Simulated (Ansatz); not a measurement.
This script for the Ansatz DFT code, driven from Python starts 4 runs on C2H6GeTe, SMILES C=C[Te][GeH3]. What input does the engine get in each?

Script `run_methods.py`:
```python
'''C2H6GeTe at several levels of theory.'''

from pathlib import Path
import logging
import sys

import ansatz as az
import numpy as np

logging.basicConfig(stream=sys.stdout, format='[%(levelname)s] %(message)s')
log = logging.getLogger('run')
log.setLevel(logging.INFO)

GEOMETRY = '''
C    -0.93030   -1.39910   -1.11320
C     0.23100   -1.31010   -0.57990
Te    1.49920    0.32420   -0.98590
Ge    0.60760    1.60380    1.01200
H    -1.31770   -0.56570   -1.79670
H    -1.63820   -2.17470   -0.91830
H     0.59460   -2.10230    0.08130
H     0.80410    0.79580    2.30720
H    -0.98470    1.79620    0.83210
H     1.21760    2.98070    1.16450
'''

c2h6gete = az.Crystal.molecule()
for line in GEOMETRY.strip().splitlines():
    symbol, *xyz = line.split()
    c2h6gete = c2h6gete.atom(symbol, [float(v) for v in xyz])

setup = c2h6gete.calculation().basis(gaussian='def2-SVP')

log.info('functional    E (Ha)        dipole (D)   HOMO (eV)  LUMO (eV)')
for name in ['cam_b3lyp', 'r2scan0', 'pbe0', 'pbe']:
    rep = setup.functional(name).forces().orbitals().run(threads=1, backend='cpu', runs_dir='runs').report
    lines = Path(rep['orbitals_path']).read_text().splitlines()
    field_of = lambda key: [line.split('=')[1].strip() for line in lines if line.startswith(key)]
    orbitals = [(27.211386 * float(e), s, float(n)) for e, s, n in zip(field_of('Ene='), field_of('Spin='), field_of('Occup='))]
    homo = max(e for e, _, n in orbitals if n > 0.5)
    lumo = min(e for e, _, n in orbitals if n < 0.5)
    dipole = 4.803205 * np.linalg.norm(rep['charge_distribution']['dipole_moment_e_ang'])
    log.info(f'{name:10s} {rep["free_energy_ev"] / 27.211386246:14.6f} {dipole:9.3f} {homo:11.3f} {lumo:10.3f}')
```

Run 1:
```yaml
crystal:
  periodic: [false, false, false]
  atoms:
    - { symbol: C, position_ang: [-0.9303, -1.3991, -1.1132] }
    - { symbol: C, position_ang: [0.231, -1.3101, -0.5799] }
    - { symbol: Te, position_ang: [1.4992, 0.3242, -0.9859] }
    - { symbol: Ge, position_ang: [0.6076, 1.6038, 1.012] }
    - { symbol: H, position_ang: [-1.3177, -0.5657, -1.7967] }
    - { symbol: H, position_ang: [-1.6382, -2.1747, -0.9183] }
    - { symbol: H, position_ang: [0.5946, -2.1023, 0.0813] }
    - { symbol: H, position_ang: [0.8041, 0.7958, 2.3072] }
    - { symbol: H, position_ang: [-0.9847, 1.7962, 0.8321] }
    - { symbol: H, position_ang: [1.2176, 2.9807, 1.1645] }
basis:
  gaussian:
    orbitals: def2-SVP
hamiltonian:
  xc: cam_b3lyp
output:
  orbitals: {}
  forces: true
```

Run 2, against run 1:
```diff
-  xc: cam_b3lyp
+  xc: r2scan0
```

Run 3, against run 1:
```diff
-  xc: cam_b3lyp
+  xc: pbe0
```

Run 4, against run 1:
```diff
-  xc: cam_b3lyp
+  xc: pbe
```

```console
$ python run_methods.py
[INFO] functional    E (Ha)        dipole (D)   HOMO (eV)  LUMO (eV)
[INFO] cam_b3lyp    -2424.547020     0.822      -7.324      0.317
[INFO] r2scan0      -2424.479971     0.957      -6.321     -0.688
[INFO] pbe0         -2424.136899     0.901      -6.151     -0.756
[INFO] pbe          -2424.047254     0.846      -5.081     -1.602
```

What to keep in mind:
- Total energies depend on the basis set; only differences at equal settings carry meaning.
- The geometry is a force-field or estimated start, not a minimum of this method, and the basis set is short of its limit. A lower total doesn't mark the better method: functionals have no common bound, and MP2 and coupled cluster aren't variational.
- def2 sets replace the cores of elements past krypton by effective core potentials.
- Levels such as HOMO and LUMO are orbital energies: with these approximate functionals they aren't the ionisation energy and electron affinity, and their gap isn't the fundamental gap.
- The whole script took 33 s on 1 thread of Arm Neoverse V2, on a shared host, peak memory 0.4 GiB.
